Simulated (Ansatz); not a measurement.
# AlRu, space group Pm-3m: cell relaxations under several functionals

Program: the Ansatz DFT code, driven from Python.

Notebook, run cell by cell (the value of a cell's last expression is shown):

```python
import ansatz
import numpy as np

def edges_and_angles(cell):
    cell = np.asarray(cell)
    a, b, c = np.linalg.norm(cell, axis=1)
    cosines = cell[1] @ cell[2] / (b * c), cell[0] @ cell[2] / (a * c), cell[0] @ cell[1] / (a * b)
    return (a, b, c, *np.degrees(np.arccos(cosines)))
```

```python
xtal = (
    ansatz.Lattice.of((2.9916, 0.0, 0.0), (0.0, 2.9916, 0.0), (0.0, 0.0, 2.9916))
    .atom("Al", (0.0, 0.0, 0.0))
    .atom("Ru", (0.5, 0.5, 0.5))
)

base = xtal.calculation()
base = base.basis(450).kpoints(10)
base = base.occupations("fermi_dirac")
base = base.relax(cell=True, force_tolerance=0.05)
```

```python
levels = [("r2scan", "d4"), ("pbe", "d4"), ("pbe", "d3bj")]
print("level            a       b       c    alpha   beta  gamma  V/atom  steps")
for name, dispersion in levels:
    seen = []
    run = base.functional(name, dispersion=dispersion).session().plan()
    done = run.execute(on_event=lambda e: seen.append(e) if e["event"] == "relax_step" else None)
    cell = done.lattice.cell_ang
    label = name if dispersion == "none" else f"{name}+{dispersion}"
    print("{:13s} {:7.4f} {:7.4f} {:7.4f} {:6.2f} {:6.2f} {:6.2f}".format(label, *edges_and_angles(cell)), f"{abs(np.linalg.det(cell)) / len(done.lattice.sites):7.3f} {len(seen):5d}")
```

    level            a       b       c    alpha   beta  gamma  V/atom  steps
    DeckWarning: basis.ecutwfc = 450 eV is below the records' recommended 500 eV, and the density's cutoff is lower with it unless basis.ecutrho_ratio is high enough to keep the records' density cutoff: compare with a run at a higher cutoff
    r2scan+d4      2.9756  2.9756  2.9756  90.00  90.00  90.00  13.174     4
    pbe+d4         2.9789  2.9789  2.9789  90.00  90.00  90.00  13.218     4
    pbe+d3bj       2.9742  2.9742  2.9742  90.00  90.00  90.00  13.155     4

From smallest to largest: PBE+D3BJ (13.15 Å³ an atom, -1.7 % against the start), r2SCAN+D4 (13.17 Å³ an atom, -1.6 % against the start) and PBE+D4 (13.22 Å³ an atom, -1.3 % against the start). The spread is 0.5 % in volume.

Notes:
- The cutoff lies under the one recommended for these potentials in some of the runs.
- No spin polarisation was allowed.
- Forces vanish by symmetry, so the ions can't move, and the end may be a saddle.
- Dispersion corrections can be off by several per cent in the lattices of metals, and by several GPa in the pressure at a fixed cell.
- For a metal this k-point mesh is coarse: on a finer one energies can move by several to tens of meV an atom and pressures by half a GPa or more, differences at one mesh by less.
- The starting cell is as deposited in a crystallographic database; the results hold for this polymorph, which needn't be the stable one.
- Warnings are shown shortened and without file and line.
- The whole script took 26 s on 1 thread of Arm Neoverse V1 (shared host), peak memory 0.36 GiB.
